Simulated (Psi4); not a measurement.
**SnO (tin(ii) oxide): CCSD/def2-SVP (core potential, sweep point 2)**

Aim: the vertical singlet–triplet gap of SnO (tin(ii) oxide) at CCSD/def2-SVP (core potential, sweep point 2), from 2 runs. 

Program for the calculation: Psi4 1.11.

### 1 The structure to begin with

The species is SnO (2 atoms), meant as a singlet with charge 0. SMILES: `[O]=[Sn]`. Geometry: relaxed at PBE0-D4/def2-TZVP.

Bond lengths: O1–Sn2 1.818 Å.

### 2 A single-point energy at CCSD/def2-SVP (core potential, sweep point 2)

File osn.in:

```
memory 1600 MB

molecule {
  0 1
  O      0.00000000     0.00000000    -0.01337926
  Sn     0.00000000     0.00000000     3.42165150
  units au
  symmetry c1
}

set {
  basis def2-SVP
  reference rhf
  puream true
  scf_type pk
  num_frozen_docc 5
}

energy_value, wavefunction = energy("ccsd", return_wfn=True)
```

Run with:

```bash
$ psi4 -n 1 osn.in osn.out
```

osn.out:

```text
[...]
    !!!  WARNING: ECP capability is in beta. Please check occupations closely.  !!!
[...]
  Running in c1 symmetry.
[...]
  Nuclear repulsion =   51.236804645091453
[...]
  Multiplicity = 1
[...]
  Nalpha       = 15
  Nbeta        = 15
[...]
    Number of basis functions: 40
[...]
   @RHF iter   1:  -287.79770058390307   -1.95186e+00   1.91551e-02 DIIS/ADIIS
[...]
   @RHF iter  12:  -288.10356794225544   -1.02318e-12   2.50608e-09 DIIS
[...]
    Orbital Energies [Eh]
    ---------------------
    Doubly Occupied:
       1A    -20.491413     2A     -5.882466     3A     -4.073163
       4A     -4.073163     5A     -4.062642     6A     -1.356847
       7A     -1.342065     8A     -1.342065     9A     -1.331392
      10A     -1.331392    11A     -1.125707    12A     -0.551785
      13A     -0.398658    14A     -0.398658    15A     -0.379897
[...]
  @RHF Final Energy:  -288.10356794225544
   => Energetics <=
    Nuclear Repulsion Energy =             51.2368046450914534
    One-Electron Energy =                -582.3981266172065716
    Two-Electron Energy =                 243.0577540298597512
    Total Energy =                       -288.1035679422553812
[...]
 Multipole Moments:
 ------------------------------------------------------------------------------------
     Multipole            Electronic (a.u.)      Nuclear  (a.u.)        Total (a.u.)
 ------------------------------------------------------------------------------------
 L = 1.  Multiply by 2.5417464519 to convert [e a0] to [Debye]
 Dipole X            :          0.0000000            0.0000000            0.0000000
 Dipole Y            :          0.0000000            0.0000000            0.0000000
 Dipole Z            :         17.2937658          -15.3512859            1.9424799
 Magnitude           :                                                    1.9424799
[...]
      * MP2 total energy                      = -288.411613286379350
[...]
      * CCSD total energy                     = -288.404644400941493
[...]
```

Run time: 4.2 s. Hardware: 1 thread of Intel Xeon at 2.70GHz, shared host; peak memory 0.21 GiB.

### 3 The triplet, same level

File osn.dat:

```
memory 1.6 GB

molecule molecule1 {
  0 3
  O      0.00000000     0.00000000    -0.01337926
  Sn     0.00000000     0.00000000     3.42165150
  units au
  symmetry c1
}

set {
  basis def2-SVP
  reference uhf
  puream true
  scf_type pk
  num_frozen_docc 5
  maxiter 100
}

E, wfn = energy("ccsd", return_wfn=True)
print_variables()
```

Run with:

```bash
$ psi4 -i osn.dat -o osn.out -n 1
```

osn.out:

```text
[...]
    !!!  WARNING: ECP capability is in beta. Please check occupations closely.  !!!
[...]
  Running in c1 symmetry.
[...]
  Nuclear repulsion =   51.236804645091453
[...]
  Multiplicity = 3
[...]
  Nalpha       = 16
  Nbeta        = 14
[...]
    Number of basis functions: 40
[...]
   @UHF iter   1:  -287.66354048782222   -1.81770e+00   1.89793e-02 DIIS/ADIIS
[...]
   @UHF iter  22:  -288.04284102191900    1.07434e-11   5.08270e-09 DIIS
[...]
   @S^2 Observed:                2.029516072E+00
[...]
    Orbital Energies [Eh]
    ---------------------
    Alpha Occupied:
       1A    -20.572351     2A     -5.884121     3A     -4.074485
       4A     -4.072009     5A     -4.067930     6A     -1.398868
       7A     -1.342107     8A     -1.334079     9A     -1.333518
      10A     -1.333475    11A     -1.239682    12A     -0.680267
      13A     -0.544199    14A     -0.518776    15A     -0.473203
      16A     -0.247303
    Alpha Virtual:
      17A      0.008035    18A      0.112353    19A      0.259344
      20A      0.343168    21A      0.362017    22A      0.439469
      23A      0.471203    24A      0.473249    25A      0.536448
[...]
  @UHF Final Energy:  -288.04284102191900
   => Energetics <=
    Nuclear Repulsion Energy =             51.2368046450914534
    One-Electron Energy =                -581.6543816996153282
    Two-Electron Energy =                 242.3747360326049147
    Total Energy =                       -288.0428410219190027
  UHF NO Occupations:
  HONO-2 :   14  A 1.9903255
  HONO-1 :   15  A 1.0000000
[...]
 Multipole Moments:
 ------------------------------------------------------------------------------------
     Multipole            Electronic (a.u.)      Nuclear  (a.u.)        Total (a.u.)
 ------------------------------------------------------------------------------------
 L = 1.  Multiply by 2.5417464519 to convert [e a0] to [Debye]
 Dipole X            :          0.0000003            0.0000000            0.0000003
 Dipole Y            :          0.0000001            0.0000000            0.0000001
 Dipole Z            :         16.4030967          -15.3512859            1.0518108
 Magnitude           :                                                    1.0518108
[...]
      * MP2 total energy                      = -288.264935840935834
[...]
      * CCSD total energy                     = -288.293528714891636
[...]
```

Run time: 6.6 s. Hardware: 1 thread of Intel Xeon at 2.70GHz, shared host; peak memory 0.21 GiB.

### 4 What came out

Level: CCSD/def2-SVP (core potential, sweep point 2), 5 core orbitals frozen.

| quantity | value |
| --- | --- |
| singlet: total energy | -288.40464 Eh |
| singlet: HOMO energy (Hartree–Fock orbitals) | -10.34 eV |
| singlet: LUMO energy (Hartree–Fock orbitals) | 0.62 eV |
| singlet: HOMO–LUMO gap (Hartree–Fock orbitals) | 10.95 eV |
| singlet: correlation energy (5 core orbitals frozen) | -301.1 mEh |
| singlet: T1 diagnostic | 0.034 |
| triplet: total energy | -288.29353 Eh |
| triplet: HOMO energy (Hartree–Fock orbitals) (highest over α and β) | -6.73 eV |
| triplet: LUMO energy (Hartree–Fock orbitals) (lowest over α and β) | 0.22 eV |
| triplet: correlation energy (5 core orbitals frozen) | -250.7 mEh |
| triplet: ⟨S²⟩ of the reference determinant | 2.030 |
| triplet: T1 diagnostic | 0.061 |
| vertical energy of the triplet above the singlet | 3.024 eV |

At this shape the triplet lies 3.02 eV (292 kJ/mol) above the singlet. The T1 diagnostic (singlet) of 0.034 is above the customary mark for such species, so a single reference may not serve. The T1 diagnostic (triplet) of 0.061 is above the customary mark for such species, so a single reference may not serve.
